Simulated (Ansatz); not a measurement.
ClH₂NSi, SMILES N[Si]Cl: the interaction energy of a dimer with the counterpoise correction, run with the Ansatz DFT code, driven from Python.

The script, `run_dimer.py`:
```python
"""Binding of a ClH2NSi dimer at a trial geometry."""

import ansatz as az

FIRST = [
    ("N", (0.0148, 0.8485, -0.112)),
    ("Si", (0.4043, -0.1929, 1.1131)),
    ("Cl", (0.0162, -2.0643, 0.3671)),
    ("H", (-0.9326, 0.7423, -0.3836)),
    ("H", (0.4971, 0.6663, -0.9845)),
]
SECOND = [
    ("N", (4.3038, -0.8659, 1.5203)),
    ("Si", (5.8634, -0.4341, 1.1765)),
    ("Cl", (6.0774, -0.7636, -0.8372)),
    ("H", (4.1323, -1.8109, 1.2748)),
    ("H", (3.605, -0.3832, 0.9675)),
]

def energy(atoms, ghosts=()):
    molecule = az.Crystal.molecule()
    for symbol, xyz in atoms:
        molecule = molecule.atom(symbol, xyz)
    calc = (
        molecule.calculation()
        .basis(gaussian="def2-SVPD")
        .functional("PBE0")
    )
    deck = calc.input()
    if ghosts:
        deck = deck.set(az.key.basis.gaussian.ghost_atoms, [{"symbol": s, "position_ang": list(xyz)} for s, xyz in ghosts])
    return az.Session.from_dict(deck).plan().execute().report["free_energy_ev"]


def main() -> None:
    # ghost atoms carry the functions of the partner
    both = energy(FIRST + SECOND)
    alone = energy(FIRST) + energy(SECOND)
    ghosted = energy(FIRST, SECOND) + energy(SECOND, FIRST)
    print(f"dimer {both:.6f} eV")
    print(f"interaction, uncorrected   {96.485332 * (both - alone):8.3f} kJ/mol")
    print(f"interaction, counterpoise  {96.485332 * (both - ghosted):8.3f} kJ/mol")
    print(f"basis-set superposition    {96.485332 * (alone - ghosted):8.3f} kJ/mol")


if __name__ == "__main__":
    main()
```

How large is the interaction at this pose, and how much of it is basis-set superposition?

Uncorrected it is 0.596 kJ/mol, with the counterpoise correction 2.475 kJ/mol; the difference, 1.88 kJ/mol, is the superposition error. In this basis both values are repulsive.

The run itself:

```console
$ python run_dimer.py
dimer -43813.742911 eV
interaction, uncorrected      0.596 kJ/mol
interaction, counterpoise     2.475 kJ/mol
basis-set superposition       1.878 kJ/mol
```

Caveats:
- Total energies depend on the basis set; only differences at equal settings carry meaning.
- The dimer is a generated trial pose of unrelaxed monomers, not a minimum, so the figure is no binding energy, and the basis set is small.
- This level lacks the dispersion part of the attraction (electrostatics and induction are there), which can decide the sign where the interaction is weak.
- Timing: 22 s on 1 thread of Arm Neoverse V2, on a shared host, peak memory 0.51 GiB.
